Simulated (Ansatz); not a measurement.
# CH8SSiSn: the cost of one run

Computed with Ansatz 0.2.0 through its Python package. Level of theory: r2SCAN/def2-TZVP.

### Step 1. The system

Bond lengths: C1–Si2 1.812 Å, Si2–Sn3 2.495 Å, Sn3–S4 2.364 Å, C1–H5 1.135 Å, C1–H6 1.173 Å, C1–H7 1.124 Å, Si2–H8 1.425 Å, Si2–H9 1.517 Å, Sn3–H10 1.771 Å, Sn3–H11 1.779 Å, S4–H12 1.461 Å. Angles (14 of 19 angles, heavy atoms first): C1–Si2–Sn3 107.4°, Si2–Sn3–S4 111.6°, C1–Si2–H8 110.9°, C1–Si2–H9 109.9°, Sn3–Si2–H8 108.9°, Sn3–Si2–H9 110.6°, Si2–C1–H5 112.4°, Si2–C1–H6 110.6°, Si2–C1–H7 112.5°, Si2–Sn3–H10 109.2°, Si2–Sn3–H11 108.9°, S4–Sn3–H10 109.0°, S4–Sn3–H11 110.3°, Sn3–S4–H12 90.1°.

The script holds or builds the structure itself.

### Step 2. The code

File tae_ch8ssisn.py:

```python
from collections import Counter

import ansatz as az

BASIS = "def2-TZVP"
FUNCTIONAL = "r2scan"


def single_point(molecule, charge=0, unpaired=0):
    calc = (
        molecule.calculation()
        .basis(gaussian=BASIS)
        .functional(FUNCTIONAL)
        .accuracy("medium")
        .scf(lower_state_search="standard")
    )
    if charge:
        calc = calc.charge(charge)
    if unpaired:
        calc = calc.spin("collinear", total=unpaired)
    report = calc.run(threads=1).report
    if report["published_state_doubts"]:
        print("  doubts:", report["published_state_doubts"])
    return report["free_energy_ev"]


def main() -> None:
    geometry = (
        az.Crystal.molecule()
        .atom("C", (-0.945, 1.5609, -0.1726))
        .atom("Si", (-0.3745, 0.3212, 1.019))
        .atom("Sn", (1.358, -1.0675, -0.1196))
        .atom("S", (0.5538, -1.9719, -2.1504))
        .atom("H", (-1.4196, 1.0912, -1.0908))
        .atom("H", (-1.7758, 2.2386, 0.3021))
        .atom("H", (-0.1244, 2.2576, -0.4957))
        .atom("H", (-1.4477, -0.5225, 1.4275))
        .atom("H", (0.2082, 1.0081, 2.2394))
        .atom("H", (2.7773, -0.0643, -0.4582))
        .atom("H", (1.8631, -2.3722, 0.9796))
        .atom("H", (-0.5964, -2.5344, -1.4463))
    )

    unpaired = {"C": 2, "Si": 2, "Sn": 2, "S": 2, "H": 1}
    counts = Counter(site.symbol for site in geometry.cartesian_sites)
    atom_energy = {s: single_point(az.Crystal.molecule().atom(s, (0, 0, 0)), 0, unpaired[s]) for s in counts}
    whole = single_point(geometry, 0, 0)
    for s, e in atom_energy.items():
        print(f"{s:2s} x{counts[s]}  {e:14.5f} eV")
    print(f"CH8SSiSn: {whole:.5f} eV")
    split = sum(counts[s] * e for s, e in atom_energy.items()) - whole
    print(f"atomisation energy (no zero-point term): {96.485332 * split:.1f} kJ/mol, {split / sum(counts.values()):.3f} eV an atom")


if __name__ == "__main__":
    main()
```

### Step 3. The calls as engine input

The package turns the script's settings into the engine's input (first run):

```yaml
crystal:
  periodic: [false, false, false]
  atoms:
    - { symbol: C, position_ang: [0.0, 0.0, 0.0] }
accuracy: medium
basis:
  gaussian:
    orbitals: def2-TZVP
hamiltonian:
  xc: r2scan
magnetization:
  spin_polarized: true
  initial_magnetization: 2.0
scf:
  lower_state_search: standard
```

### Step 4. Running it

Command:

```console
$ python tae_ch8ssisn.py
```

Q: Estimate wall time and peak memory on 1 thread of Arm Neoverse V1, shared host.

About 24 s, with a peak of 0.35 GiB.
